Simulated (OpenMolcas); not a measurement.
**Cu²⁺ among point charges: CASSCF and CASPT2 levels and susceptibility**

How does a field of 5 point charges split the states of Cu²⁺, and what χT follows?

The numbers are computed with OpenMolcas 26.06 (state-averaged CASSCF and CASPT2, spin-orbit coupling by RASSI with atomic mean-field integrals), except any that are marked as measured or tabulated.

## Step 1: Starting point

```
Species                           : Cu²⁺ (copper, Z = 29, 27 electrons)
Basis                             : ANO-RCC-VDZP [5s4p2d1f], 34 functions
Scalar Hamiltonian                : DKH2, point nucleus
Inactive shells                   : 1s 2s 2p 3s 3p
Active space                      : 9 electrons in 5 orbitals (3d)
Some configurations of this space : 3d⁹
Orbitals                          : optimised for each spin and parity, averaged over all roots
```

The outer shells:

3d9
```
3d [↑↓][↑↓][↑↓][↑↓][↑ ]
```

The ion sits among 5 point charges of -1 e arranged as a trigonal bipyramid (D3h), 2.2 Å from the ion, with the axial distance 2.112 Å.

Each step is its own input file, run in one work folder so that later steps find the files of earlier ones. Labels, J, g values, rates, χT and fits are worked out afterwards by a script from the matrices that RASSI stores.

## Step 2: Basis and integrals

a.inp reads:

```
&GATEWAY
Coord
1

Cu 0.0 0.0 0.0
Basis=ANO-RCC-VDZP
Group=NoSym
NoMove
AngMom=0.0 0.0 0.0
AMFI
XField
5 Angstrom 0
2.200000 0.000000 0.000000 -1.000000
-1.100000 1.905256 0.000000 -1.000000
-1.100000 -1.905256 0.000000 -1.000000
0.000000 0.000000 2.112000 -1.000000
0.000000 0.000000 -2.112000 -1.000000
&SEWARD
```

The run is started by

```
> OMP_NUM_THREADS=1 MOLCAS_MEM=1689 MOLCAS_PROJECT=a pymolcas a.inp > a.log
```

Standard output:

```text
Basis set label: CU.ANO-RCC...5S4P2D1F.

      Electronic valence basis set:
      ------------------
      Associated Effective Charge  29.000000 au
      Associated Actual Charge     29.000000 au
      Nuclear Model: Point charge

      Shell  nPrim  nBasis  Cartesian Spherical Contaminant
         s      21       5        X
         p      15       4        X
         d      10       2                 X
         f       6       1                 X
                  Relativistic Douglas-Kroll-Hess integrals:
                    - DKH order of Hamiltonian: 2
                    - DKH order of Properties : 0
                  Atomic mean-field integrals
```

## Step 3: CASSCF: doublets, 5 roots

a.inp reads:

```
&RASSCF
FileOrb=start.orb
Symmetry=1
Spin=2
nActEl=9 0 0
Inactive=9
Ras2=5
CIRoot=5 5 1
SDav=5
CIMx=300
Iter=120 100
PrWF=0.3
OrbListing=Nothing
MaxOrb=0
>>> COPY $Project.JobIph JOB001
```

start.orb holds the contracted functions of the basis, ordered by shell, or the orbitals of the step before.

Standard output:

```text
Wave function specifications:
      -----------------------------

      Number of closed shell electrons          18
      Number of electrons in active shells       9
      Max number of holes in RAS1 space          0
      Max nr of electrons in RAS3 space          0
      Number of inactive orbitals                9
      Number of active orbitals                  5
      Number of secondary orbitals              20
      Spin quantum number                      0.5
      State symmetry                             1
Orbital specifications:
      -----------------------

      Symmetry species                           1
                                                 a
      Frozen orbitals                            0
      Inactive orbitals                          9
      Active orbitals                            5
      RAS1 orbitals                              0
      RAS2 orbitals                              5
      RAS3 orbitals                              0
      Secondary orbitals                        20
      Deleted orbitals                           0
      Number of basis functions                 34
      Number of CSFs                             5
      Number of root(s) required                 5
      Iter CI   SX   CI       RASSCF       Energy    max ROT     max BLB   max BLB  Level Ln srch  Step   QN
          iter iter root      energy       change     param      element    value   shift minimum  type update
 Nr of preliminary CI iterations:   1
      Total energies have been shifted. Add                -1000.00 au
        1   1    7    0  -654.57130860    0.00E+00  -8.10E-02   12  25 1  3.76E-01*  0.00   0.00    SX    NO
        2   1    7    0  -654.58759281   -1.63E-02*  6.82E-02    8  21 1  3.14E-01*  0.00   0.00    SX    NO
        3   1    7    0  -654.58803923   -4.46E-04*  6.69E-02   12  25 1  3.05E-01*  0.00   0.00    SX    NO
        4   1    7    0  -654.59509297   -7.05E-03* -6.52E-02    8  21 1  2.79E-01*  0.00   0.00    SX    NO
        5   1    7    0  -654.59425153    8.41E-04*  2.06E-02   10  23 1  2.87E-01*  0.00   0.50    LS   YES
        6   1    7    0  -654.64424810   -5.00E-02*  2.20E-02   12  25 1  1.05E-01*  0.00   1.58    SX   YES
        7   1    7    0  -654.64670356   -2.46E-03*  1.87E-02   10  23 1 -8.53E-02*  0.00   0.55    SX   YES
        8   1    7    0  -654.64790967   -1.21E-03* -1.65E-02   10  23 1  7.57E-02*  0.00   0.53    SX   YES
        9   1    7    0  -654.64878733   -8.78E-04* -1.48E-02   10  23 1 -6.64E-02*  0.00   0.53    SX   YES
       10   1    6    0  -654.64929942   -5.12E-04* -1.36E-02   10  23 1  6.13E-02*  0.00   0.52    SX   YES
        ...
       56   1    6    0  -654.65149283    1.51E-07* -4.24E-03   10  23 1  2.59E-02*  0.00   0.50    SX   YES
       57   1    6    0  -654.65189230   -3.99E-04*  1.23E-03   10  23 1 -1.06E-02*  0.00   0.71    QN   YES
       58   1    4    0  -654.65197235   -8.01E-05*  2.62E-06    7  20 1  3.12E-05   0.00   1.00    QN   YES
       59   1    3    0  -654.65197235   -3.45E-10   1.10E-06    9  22 1  1.78E-06   0.00   1.05    QN   YES
      Convergence after 59 iterations
       60   1    3    0  -654.65197235   -6.59E-12   1.10E-06   12  15 1 -4.93E-07   0.00   1.05    QN   YES
      Natural orbitals and occupation numbers for root  1
      sym 1:   2.000000   2.000000   1.000000   2.000000   2.000000
      Natural orbitals and occupation numbers for root  2
      sym 1:   2.000000   2.000000   2.000000   1.000000   2.000000
      Natural orbitals and occupation numbers for root  3
      sym 1:   2.000000   1.000000   2.000000   2.000000   2.000000
::    RASSCF root number  1 Total energy:  -1654.65892443
::    RASSCF root number  2 Total energy:  -1654.65182729
::    RASSCF root number  3 Total energy:  -1654.65182729
::    RASSCF root number  4 Total energy:  -1654.64864137
::    RASSCF root number  5 Total energy:  -1654.64864137
```

## Step 4: State interaction with spin-orbit coupling

a.inp reads:

```
&RASSI
NrOfJobIphs=1 5
1 2 3 4 5
IphNames
JOB001
EJob
SpinOrbit
DIPRint=1.0
SOCoupling=1000.0
Subsets=2
Property=9
'ANGMOM' 1 'ANGMOM' 2 'ANGMOM' 3 'MLTPL  1' 1 'MLTPL  1' 2 'MLTPL  1' 3
'AMFI' 1 'AMFI' 2 'AMFI' 3
SOProperty=3
'ANGMOM' 1 'ANGMOM' 2 'ANGMOM' 3
```

The run is started by

```
> OMP_NUM_THREADS=1 MOLCAS_MEM=1689 MOLCAS_PROJECT=a pymolcas a.inp > a.log
```

Standard output:

```text
SPIN-FREE ENERGIES:
  (Shifted by EMIN (a.u.) =      -1654.6589244321)

 SF State       Relative EMIN(au)   Rel lowest level(eV)    D:o, cm**(-1)      L_eff

     1             0.0000000000        0.0000000000              0.0000         2.0
     2             0.0070971395        0.1931230035           1557.6421         2.0
     3             0.0070971395        0.1931230035           1557.6421         2.0
     4             0.0102830629        0.2798163955           2256.8714         2.0
     5             0.0102830629        0.2798163955           2256.8714         2.0
     Dipole printing threshold changed to   1.00000000E+00

++ Dipole transition strengths (spin-free states):
   -----------------------------------------------
     for osc. strength at least  1.00000000E+00

  ( Max oscillator strength is only    1.1555058956588517E-007 )
--
Eigenvalues of complex Hamiltonian:
   -----------------------------------
  (Shifted by EMIN (a.u.) =      -1654.6589244321)

 SO State       Relative EMIN(au)   Rel lowest level(eV)    D:o, cm**(-1)     J-value

     1            -0.0020392514        0.0000000000              0.0000         2.4
     2            -0.0020392514        0.0000000000              0.0000         2.4
     3             0.0037506306        0.1575507163           1270.7322         2.1
     4             0.0037506306        0.1575507163           1270.7322         2.1
     5             0.0064399426        0.2307306231           1860.9680         1.2
     6             0.0064399426        0.2307306231           1860.9680         1.2
     7             0.0110586426        0.3564118522           2874.6555         1.5
     8             0.0110586426        0.3564118522           2874.6555         1.5
     9             0.0155504404        0.4786398977           3860.4911         0.8
    10             0.0155504404        0.4786398977           3860.4911         0.8
Weights of the five most important spin-orbit-free states for each spin-orbit state.

 SO State  Total energy (au)           Spin-free states, spin, and weights
 -------------------------------------------------------------------------------------------------------
    1        -0.002039       1 0.5  0.8443    2 0.5  0.0778    3 0.5  0.0778    5 0.5  0.0000    4 0.5  0.0000
    2        -0.002039       1 0.5  0.8443    2 0.5  0.0778    3 0.5  0.0778    5 0.5  0.0000    4 0.5  0.0000
    3         0.003751       3 0.5  0.4396    2 0.5  0.4396    4 0.5  0.0604    5 0.5  0.0604    1 0.5  0.0000
    4         0.003751       3 0.5  0.4396    2 0.5  0.4396    4 0.5  0.0604    5 0.5  0.0604    1 0.5  0.0000
    5         0.006440       5 0.5  0.5000    4 0.5  0.5000    2 0.5  0.0000    3 0.5  0.0000    1 0.5  0.0000
    6         0.006440       5 0.5  0.5000    4 0.5  0.5000    2 0.5  0.0000    3 0.5  0.0000    1 0.5  0.0000
    7         0.011059       2 0.5  0.4222    3 0.5  0.4222    1 0.5  0.1557    5 0.5  0.0000    4 0.5  0.0000
    8         0.011059       2 0.5  0.4222    3 0.5  0.4222    1 0.5  0.1557    5 0.5  0.0000    4 0.5  0.0000
    9         0.015550       4 0.5  0.4396    5 0.5  0.4396    3 0.5  0.0604    2 0.5  0.0604    1 0.5  0.0000
   10         0.015550       4 0.5  0.4396    5 0.5  0.4396    3 0.5  0.0604    2 0.5  0.0604    1 0.5  0.0000
 -------------------------------------------------------------------------------------------------------
```

These steps: 3.4 s of run time, 1 thread, shared host.

Spin-free states, with their symmetry labels:

```csv
state,degeneracy,E (cm-1),free-ion L (%)
2A1,1,0,D (100)
2E,2,1558,D (100)
2E,2,2257,D (100)
```

With spin-orbit coupling:

| E (cm-1) | Degeneracy | Label | 2S+1 | g |
| --- | --- | --- | --- | --- |
| 0.0 | 2 | E1/2 | 2 | 1.69 3.47 3.47 |
| 1271 | 2 | E3/2 | 2 | 0.00 0.00 3.76 |
| 1861 | 2 | E1/2 | 2 | 0.00 0.00 6.00 |
| 2875 | 2 | E1/2 | 2 | 0.31 1.46 1.46 |
| 3860 | 2 | E3/2 | 2 | 0.00 0.00 2.24 |

Labels of spin-orbit levels are those of the rotation subgroup (D3 for D3h). Principal g values are given for doublets only; a zero marks a field direction without first-order Zeeman splitting.

Powder χT (cm³ K/mol): 0.84 at 2 K, 0.84 at 5 K, 0.85 at 10 K, 0.85 at 20 K, 0.88 at 50 K, 0.91 at 100 K, 0.95 at 150 K, 0.98 at 200 K, 1.02 at 250 K, 1.05 at 300 K.

Orbitals of the lowest block (energies include the constant potential of the surroundings):

```csv
shell,space,energy (hartree),mean occupation,⟨r²⟩ (bohr²)
1s,inactive,-332.2166,2.000,0.00362
2s,inactive,-41.4339,2.000,0.0646
2p,inactive,-35.5778,6.000,0.0521
3s,inactive,-4.9569,2.000,0.582
3p,inactive,-3.1542,6.000,0.657
3d,RAS2,,9.000,1.17
```

## Step 5: CASPT2: IPEA 0.25, imaginary shift 0.1 (closed shells correlated: 3s 3p)

a.inp reads:

```
>>> COPY JOB001 $Project.JobIph
&CASPT2
Multistate=5 1 2 3 4 5
NoMult
Frozen=5
IPEA=0.25
Imaginary=0.1
MaxIter=60
WThr=0.0 0.3 0.05
PrWF=0.5
NoMix
```

Standard output:

```text
Orbital specifications:
      -----------------------

      Symmetry species                           1
                                                 a
      Frozen orbitals                            5
      Inactive orbitals                          4
      Active orbitals                            5
      Secondary orbitals                        20
      Deleted orbitals                           0
      Number of basis functions                 34
Type of calculation                        SS-CASPT2
      Fock operator                              state-specific
      IPEA shift                                 0.25
      Real shift                                 0.00
      Imaginary shift                            0.10
      The input orbitals will be transformed to quasi-canonical
Reference energy:       -1654.6589244321
      E2 (Non-variational):      -0.5250824449
      Shift correction:          -0.0001205430
      E2 (Variational):          -0.5252029879
      Total energy:           -1655.1841274200
      Residual norm:              0.0000003697
      Reference weight:           0.93220
      Contributions to the CASPT2 correlation energy
      Active & Virtual Only:         -0.3012153833
      One Inactive Excited:          -0.1744765292
      Two Inactive Excited:          -0.0493905323
Reference energy:       -1654.6518272927
      E2 (Non-variational):      -0.5240458321
      Shift correction:          -0.0001196864
      E2 (Variational):          -0.5241655184
      Total energy:           -1655.1759928111
      Residual norm:              0.0000006352
      Reference weight:           0.93242
      Contributions to the CASPT2 correlation energy
      Active & Virtual Only:         -0.3004543908
      One Inactive Excited:          -0.1742073380
      Two Inactive Excited:          -0.0493841032
::    CASPT2 Root  1     Total energy:  -1655.18412742
::    CASPT2 Root  2     Total energy:  -1655.17599281
::    CASPT2 Root  3     Total energy:  -1655.17599280
::    CASPT2 Root  4     Total energy:  -1655.17297120
::    CASPT2 Root  5     Total energy:  -1655.17275834
```

Time for this run: 0.46 s (1 thread, shared host).

SS-CASPT2: lowest energy less the reference's lowest, -0.5252 hartree; reference weights 0.932.

Spin-free states, with their symmetry labels:

```csv
state,degeneracy,E (cm-1),free-ion L (%)
2A1,1,0,D (100)
2E,2,1785,D (100)
2E,2,2472,D (100)
```

With spin-orbit coupling:

```csv
E (cm-1),Degeneracy,Label,2S+1,g
0,2,E1/2,2,1.73 3.41 3.41
1460,2,E3/2,2,0.00 0.00 3.76
2040,2,E1/2,2,0.00 0.00 6.00
3040,2,E1/2,2,0.27 1.41 1.41
4040,2,E3/2,2,0.00 0.00 2.24
```

Powder χT (cm³ K/mol): 0.82 at 2 K, 0.82 at 5 K, 0.83 at 10 K, 0.83 at 20 K, 0.85 at 50 K, 0.88 at 100 K, 0.91 at 150 K, 0.94 at 200 K, 0.97 at 250 K, 1.00 at 300 K.

## Step 6: The methods side by side

A. CASSCF
B. SS-CASPT2, IPEA 0.25, imaginary shift 0.1 (closed shells correlated: 3s 3p)

```csv
method,ground state,first state of that spin (cm-1),first gap with spin-orbit (cm-1),χT at 300 K
A,2A1,2E 1558,1270.7,1.05
B,2A1,2E 1785,1463.7,1.00
```

## Step 7: Summary of results

| quantity | value |
| --- | --- |
| method | SS-CASPT2, IPEA 0.25, imaginary shift 0.1 (closed shells correlated: 3s 3p) |
| spin-free ground state | 2A1, 1-fold in its orbital part |
| first state of the same spin within the active space | 2E at 1790 cm⁻¹ |
| lowest level | 2-fold E1/2, g = 1.73, 3.41, 3.41 |
| next level | 1463.7 cm⁻¹ |
| χT at 300 K | 1.00 cm³ K/mol |
| effective moment at 300 K | 2.83 μB |

Cost by method:

```csv
method,time of its own steps,time with the reference
A. CASSCF,3.4 s,3.4 s
"B. SS-CASPT2, IPEA 0.25, imaginary shift 0.1, +3s 3p",0.46 s,3.8 s
```

Times are of one thread on a shared host.

The spin-free ground state (2A1) comes to 100 % from free-ion D terms and keeps the highest spin of the shell. χT at 300 K is 1.00, against 0.38 cm³ K/mol for the spin alone, so orbital moment adds to it. CASPT2 does not keep the components of a term degenerate, and the means are used. The field of point charges can differ much from that of real complexes. This is an electrostatic model: the charges have no orbitals.
